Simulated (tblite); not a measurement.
# C5H4B2BrF: the cost of one run

Computed with tblite 0.8.0 and PySCF 2.14.0, with density-fitted response routines of our own, on a single molecule in the gas phase. Atoms are numbered from 0 throughout.

### Step 1. Starting geometry

13 atoms, charge 0, multiplicity 1; geometry from: force field or distance geometry start.

Bonds of the start (Å): C0–C1 1.22, C1–C2 1.40, C2–C3 1.22, C3–B4 1.53, B4–C5 1.59, C5–B6 1.58, B6–F7 1.44, B6–Br8 2.01, C0–H9 1.05, B4–H10 1.19, C5–H11 1.11, C5–H12 1.12.

### Step 2. Optimising the geometry with GFN2-xTB

The job: settings as JSON, then the geometry in Å.

```
{"job": {"kind": "relax", "xc": "GFN2-xTB", "basis": "xTB"}, "charge": 0, "multiplicity": 1}
C      4.400000    -0.836000    -1.035700
C      3.263300    -0.417500    -0.895600
C      1.961900     0.055700    -0.708000
C      0.828800     0.477300    -0.570700
B     -0.603000     0.988800    -0.363700
C     -1.560800     0.344600     0.722900
B     -2.833300    -0.286700     0.022600
F     -3.760000     0.559200    -0.681600
Br    -3.184500    -2.256800     0.171800
H      5.373400    -1.195200    -1.161100
H     -0.992900     1.882600    -1.041500
H     -1.883000     1.127100     1.441400
H     -1.014200    -0.442600     1.293100
```

Launch:

```sh
OMP_NUM_THREADS=1 python probes_run.py task.json out
```

One launch serves the whole session: the jobs run in the order shown.

**Question.** How long does this first job take on 1 thread of Arm Neoverse N1, shared host, and how much memory does it need?

About 1.6 s, with a peak of 0.18 GiB.
